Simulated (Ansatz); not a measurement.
# PbO: the cost of one run

Program: Ansatz 0.2.0. Level of theory: DFT PBE+D3(BJ), scalar-relativistic, plane waves, PAW. These are calculated values, not measurements.

The COD entry's cell or inner coordinates are ideal or old and differ from later refinements, so a difference from it is no clean test against experiment.

## 1. The starting structure

It takes space group P4/nmm (No. 129, tetragonal). The conventional cell has a = 3.990 Å, b = 3.990 Å, c = 5.010 Å, α = 90.00°, β = 90.00°, γ = 90.00°. Pb (site symmetry 4mm) has 4 O at 2.33 Å as nearest neighbours. O (site symmetry -4m2) is surrounded by 4 Pb at 2.33 Å.

Structure file:

```cif
data_structure
_symmetry_space_group_name_H-M 'P4/nmm:1'
_symmetry_Int_Tables_number 129
_cell_length_a 3.9900
_cell_length_b 3.9900
_cell_length_c 5.0100
_cell_angle_alpha 90.000
_cell_angle_beta 90.000
_cell_angle_gamma 90.000
_cell_volume 79.76
loop_
_atom_site_label
_atom_site_type_symbol
_atom_site_symmetry_multiplicity
_atom_site_Wyckoff_symbol
_atom_site_fract_x
_atom_site_fract_y
_atom_site_fract_z
_atom_site_occupancy
Pb1 Pb 2 c 0.00000 0.50000 0.24000 1
O1 O 2 a 0.00000 0.00000 0.00000 1
```

The structure comes from the Crystallography Open Database.

(A quick probe on a coarse mesh, which set the mesh and smearing, is not shown.)

## 3. Relaxing cell and atoms

File input.yaml:

```yaml
crystal:
  lattice:
    - [3.99, 0.0, 0.0]
    - [0.0, 3.99, 0.0]
    - [0.0, 0.0, 5.01]
  atoms:
    - { symbol: Pb, position: [0.0, 0.5, 0.24] }
    - { symbol: Pb, position: [0.5, 0.0, 0.76] }
    - { symbol: O, position: [0.0, 0.0, 0.0] }
    - { symbol: O, position: [0.5, 0.5, 0.0] }
basis:
  ecutwfc: 420
kpoints:
  mp_grid: { grid: [8, 8, 6] }
hamiltonian:
  xc: pbe
  dispersion: d3bj
scf:
  occupations: { method: gaussian, width: 0.02 }
output:
  forces: true
  stress: true
  eigenvalues: true
  write_density: true
  write_potential: true
  elf: true
  volumetric_format: npy
relax:
  adjacent_minimum: "off"
  f_tol: 0.005
  max_steps: 80
  cell: { stress_tol: 0.05 }
```

Run with:

```bash
ansatz run input.yaml --threads 1 --pin off --max-ram 2560MiB --backend cpu --events-out ev --progress --plain --runs-dir out
```

What time and memory should one allow on 1 thread of Arm Neoverse V2, shared host?

About 53 s, with a peak of 0.39 GiB.
